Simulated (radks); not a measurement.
# Nuclear size and the levels of Co

One table from this session's results is given with a row withheld; the runs are named, their logs left out.

Program: radks (a radial shooting solver on a logarithmic mesh, Libxc functionals) version 1. Level of theory: Dirac Kohn-Sham, relativistic LDA (MacDonald-Vosko exchange, VWN5 correlation), spin-unpolarised, spherical densities, finite nucleus; open shells fill j = l - 1/2 first. These are calculated values, not measurements, unless marked.

### What is computed

| Property | Result |
| --- | --- |
| element | cobalt (Z = 27) |
| charge | 0 |
| electrons | 27 |
| configuration | [Ar] 3d7 4s2 |
| nuclear rms radius | 3.7875 fm |

The first run:

The run's settings:

```text
Z 27
configuration [Ar] 3d7 4s2 4p0 5s0
relativity Dirac
functional lda_x_rel,vwn5
spin unpolarised
j_filling energy
nucleus finite rms 3.7875 fm
c 137.035999084
```

Steps of the session up to this table: rms radius 3.7875 fm.

One table of the session follows, with a row left open; its other results are not shown here.

It belongs to the step «rms radius 3.7875 fm». Sizes of the orbitals, from the radial functions (bohr):

| level | <r> | outermost maximum (interpolated) | 90 % within | nodes |
| --- | --- | --- | --- | --- |
| 3p1/2 | ? | ? | ? | ? |
| 3p3/2 | 0.8208 | 0.681 | 1.27 | 1 |
| 3d3/2 | 1.067 | 0.663 | 1.89 | 0 |
| 3d5/2 | 1.074 | 0.666 | 1.90 | 0 |
| 4s1/2 | 2.873 | 2.30 | 4.41 | 3 |
| 4p1/2 | 4.230 | 3.18 | 6.76 | 2 |
| 4p3/2 | 4.290 | 3.23 | 6.86 | 2 |
| 5s1/2 | 18.31 | 9.75 | 33.6 | 4 |

Q: Estimate the row for 3p1/2 from the others.

**Answer.** <r>: 0.8109; outermost maximum (interpolated): 0.673; 90 % within: 1.25; nodes: 1. In the column «<r>» it is the lowest.
